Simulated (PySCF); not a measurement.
# Ti: dipole response in aug-cc-pVDZ-DK

Aim: the static polarisability and the C₆ coefficient of Ti, method by method.

The numbers are computed with PySCF 2.14.0 (unrestricted determinants in a Gaussian basis, no spin-orbit coupling in the energies), except any that are marked as measured or tabulated.

## Step 1: What is computed

| Item | Value |
| --- | --- |
| Element | titanium (Z = 22) |
| Basis | aug-cc-pVDZ-DK (7s6p4d2f, 59 functions) |
| Hamiltonian | the spin-free X2C one-electron Hamiltonian (Gaussian nucleus) |
| State 1 | Ti: [Ar] 3d3 4s1, high-spin 5F determinant (an excited configuration) |
| Methods | UHF, PBE, PBE0, PW91 |

Outer shells as boxes (Hund's rule):

Ti [Ar] 3d3 4s1
```
[Ar] core
3d [↑ ][↑ ][↑ ][  ][  ]
4s [↑ ]
```

One driver process ran all states and methods and kept the integrals in memory. Each run is shown as a PySCF script that sums up its settings (the driver passes frozen orbitals as a list and adds second-order terms of double hybrids); the logs are those of the runs themselves. The driver starts from symmetry-adapted Hartree-Fock orbitals, holds the occupation by maximum overlap and uses a logarithmic radial grid for functionals, so a plain start would take other cycles.

The integrals over 59 functions and the set-up took 2.5 s of CPU time.

## Step 2: Ti [Ar] 3d3 4s1

#### UHF

Contents of input.py:

```python
from pyscf import gto, scf, dft, mp, cc
import basis_set_exchange as bse
mol = gto.M(atom="Ti 0 0 0", charge=0, spin=4, symmetry="D2h",
            basis=gto.basis.parse(bse.get_basis("aug-cc-pVDZ-DK", elements=["Ti"], fmt="nwchem")),
            nucmod="G")
mf = scf.UHF(mol).sfx2c1e()
mf.irrep_nelec = {'Ag': (4, 3), 'B1g': (1, 0), 'B2g': (1, 0), 'B3g': (1, 0), 'B1u': (2, 2), 'B2u': (2, 2), 'B3u': (2, 2)}
mf.kernel()
```

Log:

```text
damping factor = 0
level_shift factor = 0
DIIS = <class 'pyscf.scf.diis.CDIIS'>
diis_start_cycle = 1
diis_space = 10
diis_damp = 0
SCF conv_tol = 1e-09
SCF conv_tol_grad = None
number electrons alpha = 13  beta = 9
cycle= 1 E= -852.718754174486  delta_E= -0.00384  |g|= 0.0166  |ddm|= 0.0492
cycle= 2 E= -852.718860540535  delta_E= -0.000106  |g|= 0.00293  |ddm|= 0.00866
cycle= 3 E= -852.718864468873  delta_E= -3.93e-06  |g|= 0.000247  |ddm|= 0.00318
cycle= 4 E= -852.718864598309  delta_E= -1.29e-07  |g|= 0.000143  |ddm|= 0.00182
cycle= 5 E= -852.718864640417  delta_E= -4.21e-08  |g|= 2.33e-05  |ddm|= 0.00131
cycle= 6 E= -852.718864642873  delta_E= -2.46e-09  |g|= 3.71e-06  |ddm|= 0.000487
cycle= 7 E= -852.718864642933  delta_E= -5.95e-11  |g|= 3.47e-07  |ddm|= 8.01e-05
converged SCF energy = -852.718864642933  <S^2> = 6.0024271  2S+1 = 5.0009707
```

CPU time 8.9 s on a shared host, the integrals not counted.

The occupied shells:

```tsv
shell	electrons	mean orbital energy (eV)	spread (eV)	rms radius (bohr)
1s α	1	-5013.1	0	0.0804
1s β	1	-5013.1	0	0.0804
2s α	1	-584.56	0	0.350
2s β	1	-583.48	0	0.350
2p α	3	-480.36	0	0.320
2p β	3	-479.32	0	0.320
3s α	1	-76.621	0	1.09
3s β	1	-72.150	0	1.09
3p α	3	-47.421	0	1.20
3p β	3	-41.944	0	1.20
3d α	3	-7.317	0	2.03
4s α	1	-5.675	0	4.25
```

⟨S²⟩ = 6.002, ⟨L²⟩ = 12.03.

The driver then solved the coupled dipole response at imaginary frequencies: mean α = 152.1 bohr³, C₆ = 1681 au for a like pair.

#### PBE

input.py, as changed from the run before:

```diff
@@ -5,3 +5,3 @@
             nucmod="G")
-mf = scf.UHF(mol).sfx2c1e()
+mf = dft.UKS(mol, xc="PBE").sfx2c1e()
 mf.irrep_nelec = {'Ag': (4, 3), 'B1g': (1, 0), 'B2g': (1, 0), 'B3g': (1, 0), 'B1u': (2, 2), 'B2u': (2, 2), 'B3u': (2, 2)}
```

Log:

```text
damping factor = 0
level_shift factor = 0
DIIS = <class 'pyscf.scf.diis.CDIIS'>
diis_start_cycle = 1
diis_space = 10
diis_damp = 0
SCF conv_tol = 1e-09
SCF conv_tol_grad = None
number electrons alpha = 13  beta = 9
XC functionals = PBE
    J. P. Perdew, K. Burke, and M. Ernzerhof.,  Phys. Rev. Lett. 77, 3865 (1996)
    J. P. Perdew, K. Burke, and M. Ernzerhof.,  Phys. Rev. Lett. 78, 1396 (1997)
    J. P. Perdew, K. Burke, and M. Ernzerhof.,  Phys. Rev. Lett. 77, 3865 (1996)
    J. P. Perdew, K. Burke, and M. Ernzerhof.,  Phys. Rev. Lett. 78, 1396 (1997)
cycle= 1 E= -853.482806219369  delta_E= -0.00435  |g|= 0.0675  |ddm|= 1.47
cycle= 2 E= -853.475161781135  delta_E= 0.00764  |g|= 0.125  |ddm|= 0.288
cycle= 3 E= -853.486143389152  delta_E= -0.011  |g|= 0.00334  |ddm|= 0.169
cycle= 4 E= -853.486154002105  delta_E= -1.06e-05  |g|= 0.000609  |ddm|= 0.0168
cycle= 5 E= -853.486154290285  delta_E= -2.88e-07  |g|= 1.96e-06  |ddm|= 0.00149
cycle= 6 E= -853.486154290287  delta_E= -2.5e-12  |g|= 2.84e-07  |ddm|= 7.62e-06
converged SCF energy = -853.486154290287  <S^2> = 6.0002654  2S+1 = 5.0001062
```

It used 20 s of CPU time after the integrals (shared host).

The driver then solved the coupled dipole response at imaginary frequencies: mean α = 116.0 bohr³, C₆ = 1101 au for a like pair.

#### PBE0

input.py, as changed from the run before:

```diff
@@ -5,3 +5,3 @@
             nucmod="G")
-mf = dft.UKS(mol, xc="PBE").sfx2c1e()
+mf = dft.UKS(mol, xc="PBE0").sfx2c1e()
 mf.irrep_nelec = {'Ag': (4, 3), 'B1g': (1, 0), 'B2g': (1, 0), 'B3g': (1, 0), 'B1u': (2, 2), 'B2u': (2, 2), 'B3u': (2, 2)}
```

Log:

```text
damping factor = 0
level_shift factor = 0
DIIS = <class 'pyscf.scf.diis.CDIIS'>
diis_start_cycle = 1
diis_space = 10
diis_damp = 0
SCF conv_tol = 1e-09
SCF conv_tol_grad = None
number electrons alpha = 13  beta = 9
XC functionals = PBE0
    C. Adamo and V. Barone.,  J. Chem. Phys. 110, 6158 (1999)
    M. Ernzerhof and G. E. Scuseria.,  J. Chem. Phys. 110, 5029 (1999)
cycle= 1 E= -853.51049368745  delta_E= -0.00426  |g|= 0.0157  |ddm|= 0.937
cycle= 2 E= -853.510551272883  delta_E= -5.76e-05  |g|= 0.0152  |ddm|= 0.0791
cycle= 3 E= -853.510702800148  delta_E= -0.000152  |g|= 0.00198  |ddm|= 0.0217
cycle= 4 E= -853.510706247268  delta_E= -3.45e-06  |g|= 0.000123  |ddm|= 0.0127
cycle= 5 E= -853.510706262473  delta_E= -1.52e-08  |g|= 3.64e-06  |ddm|= 0.00105
cycle= 6 E= -853.510706262482  delta_E= -8.87e-12  |g|= 7.72e-08  |ddm|= 1.46e-05
converged SCF energy = -853.510706262482  <S^2> = 6.0005876  2S+1 = 5.000235
```

It used 31 s of CPU time after the integrals (shared host).

The driver then solved the coupled dipole response at imaginary frequencies: mean α = 117.2 bohr³, C₆ = 1156 au for a like pair.

#### PW91

input.py, as changed from the run before:

```diff
@@ -5,3 +5,3 @@
             nucmod="G")
-mf = dft.UKS(mol, xc="PBE0").sfx2c1e()
+mf = dft.UKS(mol, xc="PW91,PW91").sfx2c1e()
 mf.irrep_nelec = {'Ag': (4, 3), 'B1g': (1, 0), 'B2g': (1, 0), 'B3g': (1, 0), 'B1u': (2, 2), 'B2u': (2, 2), 'B3u': (2, 2)}
```

Log:

```text
damping factor = 0
level_shift factor = 0
DIIS = <class 'pyscf.scf.diis.CDIIS'>
diis_start_cycle = 1
diis_space = 10
diis_damp = 0
SCF conv_tol = 1e-09
SCF conv_tol_grad = None
number electrons alpha = 13  beta = 9
XC functionals = PW91,PW91
    J. P. Perdew. In P. Ziesche and H. Eschrig, editors, Proceedings of the 75. WE-Heraeus-Seminar and 21st Annual International Symposium on Electronic Structure of Solids, 11. Berlin, 1991. Akademie Verlag.
    J. P. Perdew, J. A. Chevary, S. H. Vosko, K. A. Jackson, M. R. Pederson, D. J. Singh, and C. Fiolhais.,  Phys. Rev. B 46, 6671 (1992)
    J. P. Perdew, J. A. Chevary, S. H. Vosko, K. A. Jackson, M. R. Pederson, D. J. Singh, and C. Fiolhais.,  Phys. Rev. B 48, 4978 (1993)
    J. P. Perdew. In P. Ziesche and H. Eschrig, editors, Proceedings of the 75. WE-Heraeus-Seminar and 21st Annual International Symposium on Electronic Structure of Solids, 11. Berlin, 1991. Akademie Verlag.
    J. P. Perdew, J. A. Chevary, S. H. Vosko, K. A. Jackson, M. R. Pederson, D. J. Singh, and C. Fiolhais.,  Phys. Rev. B 46, 6671 (1992)
    J. P. Perdew, J. A. Chevary, S. H. Vosko, K. A. Jackson, M. R. Pederson, D. J. Singh, and C. Fiolhais.,  Phys. Rev. B 48, 4978 (1993)
cycle= 1 E= -853.745206523325  delta_E= -0.00523  |g|= 0.059  |ddm|= 1.71
cycle= 2 E= -853.739290411656  delta_E= 0.00592  |g|= 0.11  |ddm|= 0.281
cycle= 3 E= -853.747744924949  delta_E= -0.00845  |g|= 0.00258  |ddm|= 0.161
cycle= 4 E= -853.747751184045  delta_E= -6.26e-06  |g|= 0.000463  |ddm|= 0.0135
cycle= 5 E= -853.747751349753  delta_E= -1.66e-07  |g|= 4.34e-06  |ddm|= 0.00116
cycle= 6 E= -853.747751349769  delta_E= -1.65e-11  |g|= 3.28e-08  |ddm|= 2.09e-05
converged SCF energy = -853.747751349769  <S^2> = 6.0002636  2S+1 = 5.0001054
```

It used 22 s of CPU time after the integrals (shared host).

The driver then solved the coupled dipole response at imaginary frequencies: mean α = 114.3 bohr³, C₆ = 1081 au for a like pair.

Radial density 4πr²ρ of Ti at UHF:

```tsv
r (bohr)	density	spin density
0.00124	0.178	0.000
0.00209	0.456	0.000
0.00351	1.14	0.000
0.00591	2.76	0.001
0.00994	6.25	0.001
0.0167	12.7	0.003
0.0281	21.3	0.004
0.0473	26.2	0.003
0.0795	21.8	-0.001
0.134	20.7	0.007
0.225	28.1	0.077
0.379	15.8	0.370
0.637	8.32	1.123
1.07	9.42	1.595
1.80	2.71	1.179
3.03	0.679	0.642
5.10	0.188	0.188
8.57	0.0108	0.011
14.4	2.24e-05	0.000
```

## Step 3: The response side by side

Ti [Ar] 3d3 4s1, in atomic units:

```tsv
method	mean α	C₆ (like pair)	S(−4)
UHF	152.1	1681	18570
PBE	116.0	1101	17350
PBE0	117.2	1156	12900
PW91	114.3	1081	16560
```

α(iu) at PW91:

```tsv
u (hartree)	α(iu) (bohr³)
0	114.3
0.0500	88.84
0.100	59.89
0.200	30.43
0.300	18.68
0.500	9.646
0.750	5.685
1.00	3.929
1.50	2.302
2.00	1.525
3.00	0.8001
5.00	0.3242
```

## Step 4: Summary of results

```
            quantity                              value
α of Ti [Ar] 3d3 4s1  114.3 (PW91) to 152.1 (UHF) bohr³
```

**Reading.** A single London oscillator with the computed α and C₆ of Ti [Ar] 3d3 4s1 at UHF would have ω = 4 C₆ / (3 α²) = 0.0969 hartree. All values hold for this basis alone; no basis-set limit was taken.
